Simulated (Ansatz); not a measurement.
**One shape, several levels: CH4F2Si (SMILES C[SiH](F)F)**

Wanted: a comparison of 6 runs (HF/3-21G, HF/cc-pVDZ, BLYP/cc-pVDZ, CAM-B3LYP/cc-pVDZ, PBE0/cc-pVDZ, CCSD(T)/cc-pVDZ) of CH4F2Si. 

The calculation is run with Ansatz 0.2.0.

61 further runs of the same task are left out: 1 that didn't finish, 60 set aside as unsound or not needed.

## (1) The system as given

The species is CH4F2Si (8 atoms), meant as a singlet with charge 0. As SMILES, `C[SiH](F)F`. The C1–Si2 distance was set to 2.392 Å, away from the relaxed value.

Bond lengths: Si2–F3 1.591 Å, Si2–F4 1.591 Å, C1–H5 1.092 Å, C1–H6 1.093 Å, C1–H7 1.093 Å, Si2–H8 1.477 Å. Angles: F3–Si2–F4 106.8°, F3–Si2–H8 107.6°, F4–Si2–H8 107.6°, H5–C1–H6 108.3°, H5–C1–H7 108.3°, H6–C1–H7 108.2°. A long bond or contact: C1–Si2 2.392 Å.

## (2) A single-point energy at HF/3-21G (run 1)

The input, input.yaml:

```yaml
basis:
  gaussian: {orbitals: 3-21G.json}
crystal:
  periodic: [false, false, false]
  atoms:
    - {symbol: C, position_ang: [-0.602015, 1.378759, -0.281288]}
    - {symbol: Si, position_ang: [0.329300, -0.775200, 0.180600]}
    - {symbol: F, position_ang: [1.916300, -0.678300, 0.226700]}
    - {symbol: F, position_ang: [-0.035400, -1.783900, -0.994000]}
    - {symbol: H, position_ang: [-0.228315, 1.766059, -1.231988]}
    - {symbol: H, position_ang: [-0.337615, 2.088059, 0.506712]}
    - {symbol: H, position_ang: [-1.691715, 1.321459, -0.337988]}
    - {symbol: H, position_ang: [-0.118100, -1.385700, 1.449000]}
hamiltonian: {xc: hf}
accuracy: high
output: {orbitals: {seedname: orbitals}}
```

The basis set 3-21G is read from a file made from the Basis Set Exchange's data (not shown).

Started as:

```sh
$ ansatz run input.yaml --threads 1 --pin off --max-ram 3480MiB --events-out events.jsonl --progress --plain --runs-dir runs
```

The program printed:

```text
Warning: RAYON_NUM_THREADS=1 ignored (pool sized by the plan → 1); use --threads N
Functional definition: HF
  name "HF"
  exchange = exact_x
  correlation = 0
1048 factors; integrals over basis functions are off by at most 5.3e-9 eV
mean field evaluation 1: about -14290.6690 eV, gradient 3.4e1 eV
mean field evaluation 2: about -14290.8820 eV, gradient 3.5e1 eV
mean field evaluation 4: about -14293.2295 eV, gradient 1.8e0 eV
mean field evaluation 8: about -14293.2584 eV, gradient 1.7e-1 eV
mean field evaluation 16: about -14293.2586 eV, gradient 2.1e-8 eV
mean field -14293.25856299 eV, -525.2675638712 hartree, gradient 2.1e-8 eV, S^2 0.000000; 0 other end points of the search recorded, 0 dependent functions left out
reference -14293.25856299 eV, -525.2675638712 hartree; 21, 21 occupied and 27, 27 virtual orbitals, 1048 factors
Total energy: -14293.25856299 eV, -525.2675638712 hartree
```

Run time: 0.65 s. Hardware: 1 thread of Arm Neoverse V1, shared host; peak memory 0.099 GiB.

## (3) A single-point energy at HF/cc-pVDZ (run 2)

The input, run.yaml:

```yaml
crystal:
  periodic: [false, false, false]
  atoms:
    - {symbol: C, position_ang: [-0.602015, 1.378759, -0.281288]}
    - {symbol: Si, position_ang: [0.329300, -0.775200, 0.180600]}
    - {symbol: F, position_ang: [1.916300, -0.678300, 0.226700]}
    - {symbol: F, position_ang: [-0.035400, -1.783900, -0.994000]}
    - {symbol: H, position_ang: [-0.228315, 1.766059, -1.231988]}
    - {symbol: H, position_ang: [-0.337615, 2.088059, 0.506712]}
    - {symbol: H, position_ang: [-1.691715, 1.321459, -0.337988]}
    - {symbol: H, position_ang: [-0.118100, -1.385700, 1.449000]}
basis:
  gaussian:
    orbitals: cc-pVDZ
hamiltonian:
  xc: hf
accuracy: high
output: {orbitals: {seedname: orbitals}}
```

Started as:

```sh
$ ansatz run run.yaml --threads 1 --pin off --max-ram 3480MiB --events-out events.jsonl --progress --plain --runs-dir runs
```

The program printed:

```text
Warning: RAYON_NUM_THREADS=1 ignored (pool sized by the plan → 1); use --threads N
[... 4 set-up lines as earlier in the session ...]
1800 factors; integrals over basis functions are off by at most 3.5e-9 eV
mean field evaluation 1: about -14366.9332 eV, gradient 3.7e1 eV
mean field evaluation 2: about -14366.9895 eV, gradient 3.7e1 eV
mean field evaluation 4: about -14369.9520 eV, gradient 2.6e0 eV
mean field evaluation 8: about -14369.9864 eV, gradient 2.4e-1 eV
mean field -14369.98665616 eV, -528.0872692869 hartree, gradient 7.0e-8 eV, S^2 0.000000; 0 other end points of the search recorded, 0 dependent functions left out
reference -14369.98665616 eV, -528.0872692869 hartree; 21, 21 occupied and 59, 59 virtual orbitals, 1800 factors
Total energy: -14369.98665616 eV, -528.0872692869 hartree
```

It took 2.7 s on 1 thread of Arm Neoverse V1, shared host; peak memory 0.2 GiB.

Runs 3 to 5 aren't shown in full; the table further down has their settings and results.

## (4) A single-point energy at CCSD(T)/cc-pVDZ (run 6)

The input, job.yaml:

```yaml
crystal:
  periodic: [false, false, false]
  atoms:
    - {symbol: C, position_ang: [-0.602015, 1.378759, -0.281288]}
    - {symbol: Si, position_ang: [0.329300, -0.775200, 0.180600]}
    - {symbol: F, position_ang: [1.916300, -0.678300, 0.226700]}
    - {symbol: F, position_ang: [-0.035400, -1.783900, -0.994000]}
    - {symbol: H, position_ang: [-0.228315, 1.766059, -1.231988]}
    - {symbol: H, position_ang: [-0.337615, 2.088059, 0.506712]}
    - {symbol: H, position_ang: [-1.691715, 1.321459, -0.337988]}
    - {symbol: H, position_ang: [-0.118100, -1.385700, 1.449000]}
basis:
  gaussian: {orbitals: cc-pVDZ}
correlation: {method: ccsd_t, frozen_orbitals: {C: 1, F: 1, H: 0, Si: 5}}
accuracy: high
scf: {omitted_lower_state_checks: [cluster_reference, increment]}
```

Started as:

```sh
$ ansatz run job.yaml --threads 1 --pin off --max-ram 3480MiB --events-out events.jsonl --progress --plain --runs-dir runs
```

The program printed:

```text
Warning: RAYON_NUM_THREADS=1 ignored (pool sized by the plan → 1); use --threads N
[... 11 lines left out ...]
8 core orbitals not correlated: weight in the atoms' cores, before any rotation towards them, 1.000 or more for the frozen orbitals, at most 0.000 for the correlated occupied ones
[... 23 lines left out ...]
Total energy: -14388.05090438 eV, -528.7511181648 hartree
Checks for a lower state left out: cluster_reference, increment
```

Wall time 18 s (1 thread of Arm Neoverse V1, shared host); peak memory 0.42 GiB.

## (5) The series

```
run              level  frozen core orbitals  energy (Eh)  HOMO energy (eV)  LUMO energy (eV)  HOMO–LUMO gap (eV)  wall time
  1           HF/3-21G                     –  -525.267564            -11.11              3.98               15.09     0.65 s
  2         HF/cc-pVDZ                     –  -528.087269            -11.05              3.75               14.81      2.7 s
  3       BLYP/cc-pVDZ                     –  -529.715031             -6.76             -0.79                5.96      6.3 s
  4  CAM-B3LYP/cc-pVDZ                     –  -529.696704             -9.48              1.19               10.67      8.7 s
  5       PBE0/cc-pVDZ                     –  -529.401309             -8.21              0.05                8.26      8.4 s
  6    CCSD(T)/cc-pVDZ                     8  -528.751118                 –                 –                   –       18 s
```

## (6) Summary of results

| quantity | value |
| --- | --- |
| run 6: total energy | -528.75112 Eh |
| run 6: correlation energy (8 core orbitals frozen) | -663.8 mEh |
| run 6: (T) correction | -13.28 mEh |
| run 6: T1 diagnostic | 0.012 |

In words: Over runs 1, 2, 3, 4, 5 the HOMO–LUMO gap runs from 5.96 eV (BLYP/cc-pVDZ) to 15.09 eV (HF/3-21G). The two ends differ in method and basis. Totals of different functionals can't be ranked against each other. All runs together took 45 s, the longest 18 s.
